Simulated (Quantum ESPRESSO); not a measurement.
ZnMo3 under changes of volume

One of the cells (15.327 Å³/atom); the others are scaled copies at fixed shape and fractional positions:

```
Mo Zn
1.0
     3.94315    0.00000    0.00000
     0.00000    3.94315    0.00000
     0.00000    0.00000    3.94315
Mo Zn
3 1
Direct
  0.50000 0.50000 0.00000
  0.50000 0.00000 0.50000
  0.00000 0.50000 0.50000
  0.00000 0.00000 0.00000
```

The cell comes from a database or a generator and needn't be the stable form of this composition.

```yaml
Program: Quantum ESPRESSO 7.5
Functional: PBE
Potentials_or_basis: SSSP 1.3 efficiency PBE
Cutoff: 816 eV
Density_cutoff: 5987 eV
k_mesh: 7 × 7 × 7
Occupations: fermi-dirac, width 0.05 eV
Spin: no spin polarisation
```

```tsv
volume (Å³/atom)	energy over the lowest point (meV/atom)	pressure (GPa)
14.408	32.21	13.4
14.714	11.89	7.9
15.021	1.49	2.9
15.327	0.00	-1.5
15.634	6.55	-5.4
15.941	20.30	-9.0
16.247	?	?
```

Problem. What does the run at 16.247 Å³/atom give?

Solution. Energy over the lowest point 40.53 meV/atom; pressure -12.2 GPa.

Worked out: A Birch-Murnaghan fit of order 3 (a polynomial in V^(-2/3)) to the other rows has its minimum at 15.23 Å³/atom with B0 = V·E''(V) = 215 GPa and B' = 4.4. It gives 40.45 meV/atom at 16.247 Å³/atom, against the run's 40.53, and -dE/dV = -12.1 GPa, against -12.2.

Energies are extrapolated to zero smearing.
